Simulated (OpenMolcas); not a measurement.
# Os⁵⁺ with 3 ligands (chloride): CASSCF and CASPT2 levels and susceptibility

Aim: the ligand-field states of Os⁵⁺ in this surrounding, its lowest levels with spin-orbit coupling and its magnetic susceptibility.

Method: state-averaged CASSCF and CASPT2, spin-orbit coupling by RASSI with atomic mean-field integrals. Code: OpenMolcas 26.06.

## 1. The atom as given

| Item | Value |
| --- | --- |
| Species | Os⁵⁺ (osmium, Z = 76, 71 electrons) |
| Basis | ANO-RCC-VDZP [7s6p4d2f1g], 122 functions with the ligands |
| Scalar Hamiltonian | DKH2, point nucleus |
| Inactive shells | 1s 2s 2p 3s 3p 3d 4s 4p 4d 4f 5s 5p of the metal, and all ligand shells |
| Active space | 3 electrons in 5 orbitals (5d) |
| Some configurations of this space | 5d³ |
| Orbitals | optimised for each spin and parity, averaged over all roots |

The outer shells:

5d3
```
5d [↑ ][↑ ][↑ ][  ][  ]
```

Os⁵⁺ is taken with 3 ligands (chloride) in trigonal planar coordination (D3h) at 2.14 Å. Ligand basis ANO-RCC-VDZP. The distances are assumed, not relaxed.

```xyz
4

Os    0.0000    0.0000    0.0000
Cl    2.1400    0.0000    0.0000
Cl   -1.0700    1.8533    0.0000
Cl   -1.0700   -1.8533    0.0000
```

Each step is its own input file, run in one work folder so that later steps find the files of earlier ones. Labels, J, g values, rates, χT and fits are worked out afterwards by a script from the matrices that RASSI stores.

## 2. Basis and integrals

a.inp

```
&GATEWAY
Coord
4

Os 0.0 0.0 0.0
Cl 2.140000 0.000000 0.000000
Cl -1.070000 1.853294 0.000000
Cl -1.070000 -1.853294 0.000000
Basis=Os.ANO-RCC-VDZP,Cl.ANO-RCC-VDZP
Group=NoSym
NoMove
AngMom=0.0 0.0 0.0
AMFI
RICD
&SEWARD
```

Run with:

```console
> OMP_NUM_THREADS=1 MOLCAS_MEM=2457 MOLCAS_PROJECT=a pymolcas a.inp > a.log
```

## 3. Reference wave functions, quartets, 10 roots

a.inp

```
&RASSCF
FileOrb=start.orb
Symmetry=1
Spin=4
nActEl=3 0 0
Inactive=61
Ras2=5
CIRoot=10 10 1
SDav=10
CIMx=300
Iter=150 100
PrWF=0.3
OrbListing=Nothing
MaxOrb=0
LevShft=1.0
>>> COPY $Project.JobIph JOB001
```

start.orb holds start orbitals that the driver prepared beforehand, or those of the step before.

## 4. Reference wave functions, doublets, 40 roots

a.inp

```
&RASSCF
FileOrb=start.orb
Symmetry=1
Spin=2
nActEl=3 0 0
Inactive=61
Ras2=5
CIRoot=40 40 1
SDav=40
CIMx=300
Iter=150 100
PrWF=0.3
OrbListing=Nothing
MaxOrb=0
LevShft=1.0
>>> COPY $Project.JobIph JOB002
```

## 5. RASSI: spin-orbit coupling between the states

a.inp

```
&RASSI
NrOfJobIphs=2 10 40
1 2 3 4 5 6 7 8 9 10
1 2 3 4 5 6 7 8 9 10 11 12 13 14 15 16 17 18 19 20 21 22 23 24 25 26 27
28 29 30 31 32 33 34 35 36 37 38 39 40
IphNames
JOB001
JOB002
EJob
SpinOrbit
DIPRint=1.0
SOCoupling=1000.0
Subsets=2
Property=9
'ANGMOM' 1 'ANGMOM' 2 'ANGMOM' 3 'MLTPL  1' 1 'MLTPL  1' 2 'MLTPL  1' 3
'AMFI' 1 'AMFI' 2 'AMFI' 3
SOProperty=3
'ANGMOM' 1 'ANGMOM' 2 'ANGMOM' 3
```

## 6. CASPT2: IPEA 0.25, imaginary shift 0.1 (39 orbitals frozen, the lowest in energy)

a.inp

```
>>> COPY JOB001 $Project.JobIph
&CASPT2
Multistate=10 1 2 3 4 5 6 7 8 9 10
NoMult
Frozen=39
IPEA=0.25
Imaginary=0.1
MaxIter=60
WThr=0.0 0.3 0.05
PrWF=0.5
NoMix
>>> COPY JOB002 $Project.JobIph
&CASPT2
Multistate=40 1 2 3 4 5 6 7 8 9 10 11 12 13 14 15 16 17 18 19 20 21 22
23 24 25 26 27 28 29 30 31 32 33 34 35 36 37 38 39 40
NoMult
Frozen=39
IPEA=0.25
Imaginary=0.1
MaxIter=60
WThr=0.0 0.3 0.05
PrWF=0.5
NoMix
```

(Steps that only read results are left out.)

**Question.** What will these runs give? Wanted: spin-free ground state; first state of the same spin within the active space; lowest level; next level.

**Answer**, as computed:

```
                                            quantity                                                                                 value
                                              method  SS-CASPT2, IPEA 0.25, imaginary shift 0.1 (39 orbitals frozen, the lowest in energy)
                              spin-free ground state                                                        2E, 2-fold in its orbital part
first state of the same spin within the active space                                                                  doublet at 4810 cm⁻¹
                                        lowest level                                                     2-fold E1/2, g = 0.53, 1.33, 1.33
                                          next level                                                                             86.1 cm⁻¹
                                         χT at 300 K                                                                        0.39 cm³ K/mol
                           effective moment at 300 K                                                                               1.76 μB
```

Cost by method:

| method | time of its own steps | time with the reference |
| --- | --- | --- |
| A. CASSCF | 53 s | 53 s |
| B. SS-CASPT2, IPEA 0.25, imaginary shift 0.1 (39 orbitals frozen, the lowest in energy) | 3.4 min | 4.3 min |

Times are of one thread on a shared host.

**Reading.** The spin-free ground state (2E) is 2-fold and has less than the highest spin computed. χT at 300 K is 0.39, against 0.38 cm³ K/mol for the spin alone; near agreement at one temperature doesn't show that the orbital moment is quenched. CASPT2 does not keep the components of a term degenerate, and the means are used. The frozen orbitals are chosen by energy, so an outer shell of the metal can be frozen while a deeper shell elsewhere is correlated. The bonds are covalent and no ligand orbital is active, so the numbers are rough.
